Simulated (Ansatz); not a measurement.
# C2H6GeOS: the cost of one run

Computed with Ansatz 0.2.0 through its Python package. Level of theory: PBE/def2-TZVP.

## (1) The system

Bond lengths: O1–C2 1.349 Å, C2–S3 1.796 Å, C2–C4 1.345 Å, C4–Ge5 1.934 Å, O1–H6 1.009 Å, S3–H7 1.466 Å, C4–H8 1.064 Å, Ge5–H9 1.559 Å, Ge5–H10 1.581 Å, Ge5–H11 1.546 Å. Angles: O1–C2–S3 119.2°, O1–C2–C4 122.4°, S3–C2–C4 118.3°, C2–O1–H6 129.0°, C2–S3–H7 91.1°, C2–C4–Ge5 121.9°, C2–C4–H8 120.2°, Ge5–C4–H8 117.4°, C4–Ge5–H9 113.3°, C4–Ge5–H10 108.7°, C4–Ge5–H11 110.5°, H9–Ge5–H10 106.7°, H9–Ge5–H11 109.1°, H10–Ge5–H11 108.2°.

No structure file is read: the coordinates are typed or built in the script.

## (2) Script

Input file run_spin.py:

```python
# -*- coding: utf-8 -*-
"""Gap between spin states of C2H6GeOS at one geometry."""

import ansatz as az

BASIS = "def2-TZVP"
XC = "pbe"

GEOMETRY = """
O    -0.69040    1.60630   -0.24000
C    -0.10220    0.64010   -0.97560
S     0.29170    0.96810   -2.69680
C     0.28150   -0.53490   -0.44600
Ge   -0.18320   -1.04150    1.36160
H    -1.01340    1.56940    0.71570
H     1.61140    1.48650   -2.32540
H     0.74310   -1.27240   -1.05850
H    -1.71160   -0.94560    1.65610
H     0.53710   -0.05470    2.36550
H     0.30130   -2.47830    1.66400
"""


def main():
    mol = az.Crystal.molecule()
    for line in GEOMETRY.strip().splitlines():
        symbol, *xyz = line.split()
        mol = mol.atom(symbol, [float(v) for v in xyz])

    calc = mol.calculation().basis(gaussian=BASIS).functional(XC)
    found = {}
    for unpaired in [0, 2]:
        r = calc.spin("collinear", total=unpaired).run(threads=1).report
        s = unpaired / 2
        found[unpaired] = r["free_energy_ev"]
        print(f"2S+1 = {unpaired + 1}: E = {found[unpaired]:.5f} eV, <S^2> = {abs(r['mean_field']['state']['spin_squared']):.3f} (pure state {s * (s + 1):.2f})")
    lowest = min(found, key=found.get)
    for unpaired, e in found.items():
        print(f"multiplicity {unpaired + 1}: {23.060548 * (e - found[lowest]):.1f} kcal/mol above the lowest")


if __name__ == "__main__":
    main()
```

## (3) The input behind the calls

The package turns the script's settings into the engine's input (first run):

```yaml
crystal:
  periodic: [false, false, false]
  atoms:
    - { symbol: O, position_ang: [-0.6904, 1.6063, -0.24] }
    - { symbol: C, position_ang: [-0.1022, 0.6401, -0.9756] }
    - { symbol: S, position_ang: [0.2917, 0.9681, -2.6968] }
    - { symbol: C, position_ang: [0.2815, -0.5349, -0.446] }
    - { symbol: Ge, position_ang: [-0.1832, -1.0415, 1.3616] }
    - { symbol: H, position_ang: [-1.0134, 1.5694, 0.7157] }
    - { symbol: H, position_ang: [1.6114, 1.4865, -2.3254] }
    - { symbol: H, position_ang: [0.7431, -1.2724, -1.0585] }
    - { symbol: H, position_ang: [-1.7116, -0.9456, 1.6561] }
    - { symbol: H, position_ang: [0.5371, -0.0547, 2.3655] }
    - { symbol: H, position_ang: [0.3013, -2.4783, 1.664] }
basis:
  gaussian:
    orbitals: def2-TZVP
hamiltonian:
  xc: pbe
magnetization:
  spin_polarized: true
  initial_magnetization: 0.0
```

## (4) The run

Run with:

```console
python run_spin.py
```

Q: Estimate wall time and peak memory on 1 thread of Arm Neoverse V1, shared host.

About 56 s, with a peak of 0.49 GiB.
